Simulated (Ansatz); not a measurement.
# NaWO3: relaxation and properties

The task here is to estimate one member of a computed series from the others.

Computed with Ansatz 0.2.0 (DFT PBEsol, scalar-relativistic, plane waves, PAW, unless a step's input says otherwise).

### The system as given

It takes space group Pm-3m (No. 221, cubic). The conventional cell has a = 3.850 Å, b = 3.850 Å, c = 3.850 Å, α = 90.00°, β = 90.00°, γ = 90.00°. Around Na (site symmetry m-3m) lie 12 O at 2.72 Å. W (site symmetry m-3m) is surrounded by 6 O at 1.93 Å. O (site symmetry 4/mmm) is surrounded by 2 W at 1.93 Å and 4 Na at 2.72 Å.

As a file:

```cif
data_structure
_symmetry_space_group_name_H-M 'Pm-3m'
_symmetry_Int_Tables_number 221
_cell_length_a 3.8500
_cell_length_b 3.8500
_cell_length_c 3.8500
_cell_angle_alpha 90.000
_cell_angle_beta 90.000
_cell_angle_gamma 90.000
_cell_volume 57.07
loop_
_atom_site_label
_atom_site_type_symbol
_atom_site_symmetry_multiplicity
_atom_site_Wyckoff_symbol
_atom_site_fract_x
_atom_site_fract_y
_atom_site_fract_z
_atom_site_occupancy
Na1 Na 1 a 0.00000 0.00000 0.00000 1
W1 W 1 b 0.50000 0.50000 0.50000 1
O1 O 3 c 0.50000 0.50000 0.00000 1
```

The structure comes from the Crystallography Open Database.

Set-up of the first run:

(A quick probe on a coarse mesh, which set the mesh and smearing, is not shown.)

Contents of input.yaml:

```yaml
crystal:
  lattice:
    - [3.85, 0.0, 0.0]
    - [0.0, 3.85, 0.0]
    - [0.0, 0.0, 3.85]
  atoms:
    - { symbol: Na, position: [0.0, 0.0, 0.0] }
    - { symbol: W, position: [0.5, 0.5, 0.5] }
    - { symbol: O, position: [0.5, 0.5, 0.0] }
    - { symbol: O, position: [0.0, 0.5, 0.5] }
    - { symbol: O, position: [0.5, 0.0, 0.5] }
basis:
  ecutwfc: 420
kpoints:
  mp_grid: { grid: [10, 10, 10] }
hamiltonian:
  xc: pbesol
scf:
  occupations: { method: gaussian, width: 0.1 }
output:
  forces: true
  stress: true
  eigenvalues: true
  write_density: true
  write_potential: true
  elf: true
  volumetric_format: npy
relax:
  adjacent_minimum: "off"
  f_tol: 0.005
  max_steps: 80
  cell: { stress_tol: 0.05 }
```

The run is started by

```sh
$ ansatz run input.yaml --threads 1 --pin off --max-ram 2560MiB --backend cpu --events-out ev --progress --plain --runs-dir out
```

Steps of the session up to this table: Relaxing cell and atoms; Bands, states and charges; Electronic structure at the relaxed geometry; Point at V/V0 = 0.97; Volume × 1.03; The cell scaled to 0.94 of its volume; Volume × 1.06.

One table of the session follows, with a row left open; its other results are not shown here.

It belongs to the step «Equation of state». 

```
volume (Å³/atom)  energy above the lowest point (meV/atom)  pressure (GPa)
          10.942                                      32.8           15.94
          11.291                                       7.7            7.32
          11.640                                       0.0            0.00
          11.990                                         ?               ?
          12.339                                      26.4          -11.47
```

**Question.** Estimate the row for volume (Å³/atom) = 11.990.

Worked estimate for «energy above the lowest point (meV/atom)». A straight line through the neighbours (11.640, 0.0) and (12.339, 26.4) gives 0.0 + (26.4 − 0.0) × (11.990 − 11.640) / (12.339 − 11.640) = 13.2; a parabola fitted to 3 rows on both sides gives 6.2.

The run gave: energy above the lowest point (meV/atom): 6.9; pressure (GPa): -6.21. In «energy above the lowest point (meV/atom)» the line misses by +6.3 and the parabola by -0.7.

Limits of these values: Warnings in the runs' records: no starting moments, stability check not made.
